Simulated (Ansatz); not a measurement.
# RbAgBr2: the band gap up the ladder of functionals

One table from this session's results is given with a row withheld; the runs are named, their logs left out.

Code: Ansatz 0.2.0. PAW datasets, plane waves. Values at 0 K without nuclear motion; spin polarisation is off, and the phase may be a hypothetical one.

## The system as given

The cell was relaxed beforehand with r2SCAN.

It is tetragonal, P4/mmm (No. 123); conventional cell a = 4.518 Å, c = 6.356 Å, 32.44 Å³ an atom. Around Rb lie 6 Br at 3.18–3.19 Å; around Br lie 2 Rb at 3.18 Å and 4 Ag at 3.19 Å; around Ag lie 6 Br at 3.18–3.19 Å; around Br lie 2 Ag at 3.18 Å and 4 Rb at 3.19 Å.

Coordinates:

```xyz
4
Lattice="4.5180 0.0000 0.0000 0.0000 4.5180 0.0000 0.0000 0.0000 6.3563" Properties=species:S:1:pos:R:3 pbc="T T T"
Rb    0.0000    0.0000    0.0000
Br    0.0000    0.0000    3.1782
Ag    2.2590    2.2590    3.1782
Br    2.2590    2.2590    0.0000
```

The first run:

The input, input.yaml:

```yaml
crystal:
  lattice:
    - [4.5179929637, 0.0, 0.0]
    - [0.0, 4.5179929637, 0.0]
    - [0.0, 0.0, 6.3563246406]
  atoms:
    - { symbol: Rb, position: [0.0, 0.0, 0.0] }
    - { symbol: Br, position: [0.0, 0.0, 0.5] }
    - { symbol: Ag, position: [0.5, 0.5, 0.5] }
    - { symbol: Br, position: [0.5, 0.5, 0.0] }
kpoints:
  mp_grid: { grid: [6, 6, 4] }
  band_path:
    path:
      - [[0.0, 0.0, 0.0], [0.0, 0.5, 0.0], [0.5, 0.5, 0.0], [0.0, 0.0, 0.0], [0.0, 0.0, 0.5], [0.0, 0.5, 0.5], [0.5, 0.5, 0.5], [0.0, 0.0, 0.5]]
      - [[0.0, 0.5, 0.0], [0.0, 0.5, 0.5]]
      - [[0.5, 0.5, 0.0], [0.5, 0.5, 0.5]]
    npoints: 10
hamiltonian:
  xc: pbe
scf:
  occupations: { method: fermi_dirac, width: 0.02 }
  n_extra_bands: 5
output:
  forces: true
  stress: true
  eigenvalues: true
```

Steps of the session up to this table: Band structure with PBE; r2SCAN; HSE06 at the same geometry; Single point with PBE+SOC; Single point with PBE0.

One of the session's tables, all rows but one given; the rest of the session is left out.

| level | gap (eV) |
| --- | --- |
| PBE | 1.19 |
| r2SCAN | 1.75 |
| HSE06 | 2.52 |
| PBE+SOC | ? |
| PBE0 | 3.20 |

**Question.** Estimate the row for PBE+SOC.

**Answer.** gap (eV): 1.14. In the column «gap (eV)» it is the lowest.

Meshes: PBE 6×6×4, r2SCAN 6×6×4, HSE06 4×4×4, PBE+SOC 6×6×4, PBE0 4×4×4

Against HSE06, PBE is short by 1.33 eV, at 47 % of it, and r2SCAN 70 %. PBE0 lies 0.68 eV above HSE06, which differs from it by screening the long-range exchange.

Limits of these values: Warnings in the runs' records: stress scf threshold loose, stress exchange threshold loose.
